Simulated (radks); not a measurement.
**The Coulomb parameter U of the 4d shell of Mo**

Aim: U as the second difference [E(n + 0.25) + E(n − 0.25) − 2E(n)]/0.25², with all orbitals relaxed. Bare: the atom's charge changes with n. Screened: the 5p shell takes up the change. The start is a model configuration, not necessarily the ground state.

The numbers are computed with radks (a radial shooting solver on a logarithmic mesh, Libxc functionals) version 1 (scalar-relativistic Kohn-Sham, PBE, spin-unpolarised, spherical densities, point nucleus), except any that are marked as measured or tabulated.

### Step 1. Starting point

* element: molybdenum (Z = 42)
* charge: 0
* electrons: 42
* configuration: [Kr] 4d3.5 5s1 5p1.5

### Step 2. Start: [Kr] 4d3.5 5s1 5p1.5

Settings of this run:

```text
Z 42
configuration [Kr] 4d3.5 5s1 5p1.5
relativity scalar-relativistic
functional pbe,pbe
spin unpolarised
nucleus point
c 137.035999084
```

### Step 3. Bare +0.25: [Kr] 4d3.75 5s1 5p1.5

Settings of this run:

```text
Z 42
configuration [Kr] 4d3.75 5s1 5p1.5
relativity scalar-relativistic
functional pbe,pbe
spin unpolarised
nucleus point
c 137.035999084
```

### Step 4. Bare -0.25: [Kr] 4d3.25 5s1 5p1.5

Settings of this run:

```text
Z 42
configuration [Kr] 4d3.25 5s1 5p1.5
relativity scalar-relativistic
functional pbe,pbe
spin unpolarised
nucleus point
c 137.035999084
```

### Step 5. Screened +0.25: [Kr] 4d3.75 5s1 5p1.25

Settings of this run:

```text
Z 42
configuration [Kr] 4d3.75 5s1 5p1.25
relativity scalar-relativistic
functional pbe,pbe
spin unpolarised
nucleus point
c 137.035999084
```

### Step 6. Screened -0.25: [Kr] 4d3.25 5s1 5p1.75

Settings of this run:

```text
Z 42
configuration [Kr] 4d3.25 5s1 5p1.75
relativity scalar-relativistic
functional pbe,pbe
spin unpolarised
nucleus point
c 137.035999084
```

Before running it: what results should come out?

**Answer**, as computed:

```csv
quantity,value (eV)
"U, bare",8.620
"U, screened by 5p",2.387
"F0(4d,4d), frozen orbitals",14.044
```

Relaxing the orbitals brings U down to 61 % of the Slater integral F0. Letting 5p compensate leaves 28 % of the bare value; this second difference measures U(4d,4d) + U(5p,5p) − 2U(4d,5p). The step up makes a negative ion, whose loosely bound charge lowers the bare value. A solid screens further than the bare atom, so the bare value is an upper guide for the U of a crystal.
